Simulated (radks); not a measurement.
# Ga⁺ in [Ar] 3d10 4s2: an all-electron calculation

The task here is to estimate one member of a computed series from the others.

Program: radks (a radial shooting solver on a logarithmic mesh, Libxc functionals) version 1. Level of theory: Dirac Kohn-Sham, LDA (Slater exchange, Perdew-Wang correlation), spin-unpolarised, spherical densities, point nucleus. These are calculated values, not measurements, unless marked.

### Starting point

| Item | Value |
| --- | --- |
| element | gallium (Z = 31) |
| charge | +1 |
| electrons | 30 |
| configuration | [Ar] 3d10 4s2 |

The outer shells:

Ga⁺
```
[Ar] core
3d [↑↓][↑↓][↑↓][↑↓][↑↓]
4s [↑↓]
```

The first run:

The run's settings:

```text
Z 31
configuration [Ar] 3d10 4s2
relativity Dirac
functional lda,pw
spin unpolarised
j_filling energy
nucleus point
c 137.035999084
```

One table of the session follows, with a row left open; its other results are not shown here.

From the orbitals of this run (lengths in bohr):

| level | <r> | outermost maximum (interpolated) | 90 % within | nodes |
| --- | --- | --- | --- | --- |
| 1s1/2 | 0.04867 | 0.0318 | 0.0870 | 0 |
| 2s1/2 | 0.2180 | 0.183 | 0.338 | 1 |
| 2p1/2 | 0.1885 | 0.144 | 0.309 | 0 |
| 2p3/2 | 0.1920 | 0.147 | 0.314 | 0 |
| 3s1/2 | 0.6530 | 0.565 | 0.979 | 2 |
| 3p1/2 | 0.6726 | 0.561 | 1.04 | 1 |
| 3p3/2 | 0.6836 | 0.570 | 1.06 | 1 |
| 3d3/2 | ? | ? | ? | ? |
| 3d5/2 | 0.8106 | 0.532 | 1.40 | 0 |
| 4s1/2 | 2.204 | 1.84 | 3.31 | 3 |

**Question.** Estimate the row for 3d3/2.

As computed: <r>: 0.8043; outermost maximum (interpolated): 0.529; 90 % within: 1.39; nodes: 0. In the column «<r>» it lies between 3p3/2 (0.6836) and 3d5/2 (0.8106).
